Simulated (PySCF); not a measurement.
# I4Mo ([MoI4]-): the cost of one run

Programs: PySCF 2.14.0, with routines of our own; each step states its level. All values are computed. Atoms count from 0.

### Step 1. The system as given

5 atoms, charge -1, states of the metal's open shell are computed; geometry from: model geometry, bond lengths from ionic radii.

### Step 2. Ligand-field states: state-averaged CASSCF

What the job is given:

```
{"job": {"kind": "lf", "basis": {"metal": "x2c-TZVPall", "ligand": "x2c-SVPall"}, "nevpt": true}, "charge": -1, "metal": "Mo", "open_shell": "d3"}
Mo     0.000000     0.000000     0.000000
I      1.518431     1.518431     1.518432
I     -1.518431    -1.518431     1.518432
I     -1.518431     1.518431    -1.518432
I      1.518431    -1.518431    -1.518432
```

Method: state-averaged CASSCF of the metal d shell, SC-NEVPT2 on the averaged canonical orbitals, state-interaction spin-orbit coupling.

Started as:

```
$ OMP_NUM_THREADS=1 python lf_run.py task.json out
```

One launch serves the whole session: the jobs run in the order shown.

**Question.** How long does this first job take on 1 thread of Arm Neoverse V1, shared host, and how much memory does it need?

About 82 s, with a peak of 0.69 GiB.
